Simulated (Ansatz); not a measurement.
## BGa: a ladder of methods at one geometry

Program: the Python package of Ansatz (0.2.0).

Script `methods_bga.py`:
```python
import ansatz
from ase import Atoms

atoms = Atoms(['Ga', 'B'], positions=[
    [0.0, 0.0, 0.0],
    [0.0, 0.0, 2.02],
])
geometry = ansatz.Crystal.molecule_from_ase(atoms)

calculation = geometry.calculation().basis(gaussian='def2-SVP').spin('collinear', total=2)

methods = ['mp2', 'ccsd', 'ccsd_t', 'ccsdt_q']
batch = ansatz.Session.batch([calculation.correlation(m).input() for m in methods])
reports = sorted(batch.plan().execute().molecular_reports, key=lambda each: each['member'])
print(f'Hartree-Fock reference {reports[0]["reference_energy_ev"] / 27.211386246:.6f} Ha')
best = reports[-1]['free_energy_ev'] - reports[-1]['reference_energy_ev']
for method, each in zip(methods, reports):
    gained = each['free_energy_ev'] - each['reference_energy_ev']
    print(f'{method:8s} total {each["free_energy_ev"] / 27.211386246:.6f} Ha  correlation {gained:9.4f} eV  ({100 * gained / best:.1f} % of the last)')
```

Running `python methods_bga.py` prints:
```text
Warning: Member 1: the results are in doubt because among natural orbitals full CI differs from the method by -0.091 eV
RunWarning: Member 1: the results are in doubt because among natural orbitals full CI differs from the method by -0.091 eV
Hartree-Fock reference -1947.515778 Ha
mp2      total -1947.734585 Ha  correlation   -5.9540 eV  (77.7 % of the last)
ccsd     total -1947.759052 Ha  correlation   -7.2158 eV  (94.2 % of the last)
ccsd_t   total -1947.773684 Ha  correlation   -7.6139 eV  (99.4 % of the last)
ccsdt_q  total -1947.775510 Ha  correlation   -7.6635 eV  (100.0 % of the last)
```
(Warnings from the package without file and line.)

Caveats:
- Total energies depend on the basis set; only differences at equal settings carry meaning.
- The geometry is a force-field or estimated start, not a minimum of this method, and the basis set is short of its limit. A lower total doesn't mark the better method: functionals have no common bound, and MP2 and coupled cluster aren't variational.
- The species is open-shell (spin multiplicity 3).
- Inner cores stay frozen; a filled d shell under the valence of the heavier atoms is correlated with it.
- The spin state was assumed, and another may lie lower.

(Lines on the test bed's own set-up are left out of the output.)
